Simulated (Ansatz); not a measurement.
TiPd₃, space group Pm-3m, a relaxation of cell and ions

Computed with Ansatz's Python interface.

At the Python prompt:
```pycon
>>> from pathlib import Path
>>> import warnings
>>> import ansatz as az
>>> from ase import Atoms
>>> from ase.io import write
>>> import numpy as np
>>> from pymatgen.core import Lattice, Structure
>>> from pymatgen.io.ase import AseAtomsAdaptor
>>> def edges_and_angles(cell):
...     cell = np.asarray(cell)
...     a, b, c = np.linalg.norm(cell, axis=1)
...     cosines = cell[1] @ cell[2] / (b * c), cell[0] @ cell[2] / (a * c), cell[0] @ cell[1] / (a * b)
...     return (a, b, c, *np.degrees(np.arccos(cosines)))
...
>>> warnings.simplefilter("ignore", az.DeckWarning)
>>> pmg_structure = Structure(
...     Lattice([(3.82, 0.0, 0.0), (0.0, 3.82, 0.0), (0.0, 0.0, 3.82)]),
...     ["Ti", "Pd", "Pd", "Pd"],
...     [
...         (0.0, 0.0, 0.0),
...         (0.0, 0.5, 0.5),
...         (0.5, 0.0, 0.5),
...         (0.5, 0.5, 0.0),
...     ],
... )
>>> crystal = az.Crystal.from_ase(AseAtomsAdaptor.get_atoms(pmg_structure))
>>> # edges free, angles fixed
>>> model = crystal.calculation()
>>> model = model.functional(az.Functional.PBESOL, dispersion="D3(BJ)").kpoints(5, 5, 5)
>>> model = model.occupations("fermi_dirac", width=0.3)
>>> model = model.mixing("msr1", beta=0.3)
>>> model = model.relax(force_tolerance=0.1, fix_cell=["angles"])
>>> model = model.density()
>>> model = model.potential()
>>> model = model.electron_localization_function()
>>> model = model.output_files(volumetric_format="npy")
>>> steps = []
>>> def collect(event):
...     if event["event"] == "relax_step":
...         steps.append(event["data"])
...
>>> res = model.session().plan().execute(on_event=collect)

>>> rep = res.report
>>> rep["n_kpoints"], rep["n_symmetry_ops"], rep["n_pw"]
(10, 48, 1045)
>>> rep["free_energy_ev"]
-23199.499818709453
>>> res.unlabelled_reasons
>>> print("step   energy (eV)     max comp. (eV/A)   P (GPa)  SCF")
step   energy (eV)     max comp. (eV/A)   P (GPa)  SCF
>>> for s in steps:
...     print(f"{s['step']:4d} {s['lagrangian_ev']:15.5f} {s['allowed_force_max_ev_ang']:12.4f} {s['pressure_gpa']:10.3f} {s['n_scf']:5d}")
...
   1    -23199.49712       0.0000      1.880     8
   2    -23199.49845       0.0000     -1.192     6
   3    -23199.49970       0.0000     -0.021     6
   4    -23199.49982       0.0000     -0.023     7
>>> first, last = steps[0], steps[-1]
>>> symbols = [site.symbol for site in res.lattice.sites]
>>> print(f"energy gained {first['lagrangian_ev'] - last['lagrangian_ev']:.4f} eV in {len(steps) - 1} steps")
energy gained 0.0027 eV in 3 steps
>>> for label, vectors in (("before", first["cell_ang"]), ("after", res.lattice.cell_ang)):
...     print(label, "a b c (A) {:.4f} {:.4f} {:.4f}  angles {:.2f} {:.2f} {:.2f}".format(*edges_and_angles(vectors)), f" V = {abs(np.linalg.det(vectors)):.3f} A^3")
...
before a b c (A) 3.8200 3.8200 3.8200  angles 90.00 90.00 90.00  V = 55.743 A^3
after a b c (A) 3.8308 3.8308 3.8308  angles 90.00 90.00 90.00  V = 56.215 A^3
>>> print("final stress xx yy zz (GPa, compression positive):", np.round(np.diag(rep["stress_gpa"]), 3) + 0.0)
final stress xx yy zz (GPa, compression positive): [-0.023 -0.023 -0.023]
>>> relaxed = Atoms(symbols, positions=[site.position_ang for site in res.lattice.sites], cell=res.lattice.cell_ang, pbc=True)
>>> write("relaxed.vasp", relaxed, format="vasp")
>>> print("atom   start x y z (A)              end x y z (A)")
atom   start x y z (A)              end x y z (A)
>>> for symbol, a, b in zip(symbols, first["positions_ang"], last["positions_ang"]):
...     print(f"{symbol:3s}", " ".join(f"{v:8.4f}" for v in a), "  ", " ".join(f"{v:8.4f}" for v in b))
...
Ti    0.0000   0.0000   0.0000     -0.0000   0.0000   0.0000
Pd    0.0000   1.9100   1.9100     -0.0000   1.9154   1.9154
Pd    1.9100   0.0000   1.9100      1.9154  -0.0000   1.9154
Pd    1.9100   1.9100   0.0000      1.9154   1.9154  -0.0000
>>> for key in ("converged", "n_iterations", "n_electrons", "n_kpoints", "n_pw", "n_symmetry_ops", "free_energy_ev", "fermi_energy_ev"):
...     print(f"{key:18s} {rep[key]}")
...
converged          True
n_iterations       7
n_electrons        66.0
n_kpoints          10
n_pw               1045
n_symmetry_ops     48
free_energy_ev     -23199.499818709453
fermi_energy_ev    20.624479049714118
>>> folder = Path(res.write_results("fields"))
>>> print("densities in e/A^3, potentials in eV, ELF without unit")
densities in e/A^3, potentials in eV, ELF without unit
>>> for name in sorted(p.name for p in folder.glob("*.npy")):
...     field = np.load(folder / name)
...     print(f"{name:16s} {str(field.shape):16s} min {field.min():10.4f}  mean {field.mean():10.4f}  max {field.max():10.4f}")
...
elf.npy          (27, 27, 27)     min     0.0072  mean     0.2836  max     0.6548
rho.npy          (27, 27, 27)     min     0.1449  mean     1.1741  max    13.7640
v_es.npy         (27, 27, 27)     min   -69.4745  mean    10.7798  max    24.1951
v_tot.npy        (27, 27, 27)     min   -96.4813  mean    -2.3469  max    15.2148
>>> rho = res.density()
>>> total = sum(ch.density_e_per_ang3 for ch in rho.channels[:2]) if len(rho.channels) < 3 else rho.channels[0].density_e_per_ang3
>>> print("grid", rho.dims, "electrons", round(float(total.mean() * rho.cell_volume_ang3), 4))
grid (27, 27, 27) electrons 66.0
>>> profile = total.mean(axis=(0, 2))
>>> print("planar average along grid axis 1 (e/A^3):")
planar average along grid axis 1 (e/A^3):
>>> print(np.array2string(profile[:: max(len(profile) // 16, 1)], precision=4))
[1.9207 1.8203 1.5378 1.1425 0.7562 0.4927 0.3814 0.382  0.4835 0.7366
 1.1555 1.6451 2.0611 2.2948 2.2948 2.0611 1.6451 1.1555 0.7366 0.4835
 0.382  0.3814 0.4927 0.7562 1.1425 1.5378 1.8203]
```

File `relaxed.vasp` afterwards:
```text
Ti Pd
 1.0000000000000000
     3.8307629472488443   -0.0000000000000000    0.0000000000000000
    -0.0000000000000000    3.8307629472488443    0.0000000000000000
     0.0000000000000000    0.0000000000000000    3.8307629472488443
 Ti  Pd
   1   3
Cartesian
 -0.0000000000000000  0.0000000000000000  0.0000000000000000
 -0.0000000000000000  1.9153814736244221  1.9153814736244221
  1.9153814736244221 -0.0000000000000000  1.9153814736244221
  1.9153814736244221  1.9153814736244221 -0.0000000000000000
```

Notes:
- These settings explore the input space; cutoff and mesh may be short of convergence.
- No spin polarisation was allowed.
- Forces vanish by symmetry, so the ions can't move, and the end may be a saddle.
- Dispersion corrections can be off by several per cent in the lattices of metals, and by several GPa in the pressure at a fixed cell.
- The mesh is modest for a metal, so energies can be off by several to tens of meV an atom and pressures by half a GPa or more; differences at equal mesh fare better.
- The zero of the levels is a convention of the potentials, so an absolute Fermi energy is no work function.
- Energies along a relaxation are free energies. Rows at an unchanged volume are solved on a plane-wave basis chosen afresh for that cell, so the energy jumps there and such rows are no steps of the walk.
- The smearing is wide enough that free energy and stress hold a thermal part of the electrons.
- Grid values close to the nuclei reflect the PAW or pseudopotential construction, not the all-electron fields.
- The structure is a deposited one; some such entries were measured under pressure or heat, so a shift against it needn't be the functional's error alone.
- The whole script took 8 s on 1 thread of Arm Neoverse V1, with other jobs on the host, peak memory 0.45 GiB.

(Lines on the test bed's own set-up are left out of the output.)
